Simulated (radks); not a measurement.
**P in [Ne] 3s2 3p3: an all-electron calculation**

The task here is to estimate one member of a computed series from the others.

Method: non-relativistic Kohn-Sham, PBE, spin-polarised, spherical densities, point nucleus; open shells are filled with parallel spins first. Code: radks (a radial shooting solver on a logarithmic mesh, Libxc functionals) version 1.

**The atom as given**

| Property | Result |
| --- | --- |
| element | phosphorus (Z = 15) |
| charge | 0 |
| electrons | 15 |
| configuration | [Ne] 3s2 3p3 |

Outer shells as boxes (Hund's rule):

P
```
[Ne] core
3s [↑↓]
3p [↑ ][↑ ][↑ ]
```

Set-up of the first run:

The run's settings:

```text
Z 15
configuration [Ne] 3s2 3p3
relativity non-relativistic
functional pbe,pbe
spin polarised
nucleus point
```

On the command line:

```sh
> python run_ks.py task.json out
```

All runs below come from this command, one after another.

Steps of the session up to this table: Self-consistent calculation.

One table of the session follows, with a row left open; its other results are not shown here.

It belongs to the step «Radial structure». Sizes of the orbitals, from the radial functions (bohr):

| level | <r> | outermost maximum (interpolated) | 90 % within | nodes |
| --- | --- | --- | --- | --- |
| 1s up | 0.1040 | 0.0680 | 0.186 | 0 |
| 1s down | 0.1040 | 0.0680 | 0.186 | 0 |
| 2s up | 0.5218 | 0.420 | 0.820 | 1 |
| 2s down | 0.5217 | 0.421 | 0.819 | 1 |
| 2p up | ? | ? | ? | ? |
| 2p down | 0.4859 | 0.355 | 0.812 | 0 |
| 3s up | 1.897 | 1.59 | 2.88 | 2 |
| 3s down | 1.910 | 1.57 | 2.93 | 2 |
| 3p up | 2.327 | 1.83 | 3.66 | 1 |
| 3p down | 2.469 | 1.84 | 3.99 | 1 |

Q: Estimate the row for 2p up from the others.

**Answer.** <r>: 0.4860; outermost maximum (interpolated): 0.355; 90 % within: 0.813; nodes: 0. In the column «<r>» it lies between 2p down (0.4859) and 2s down (0.5217).

To keep in mind: Open shells are spherical and high-spin; term and fine-structure splittings are not resolved.
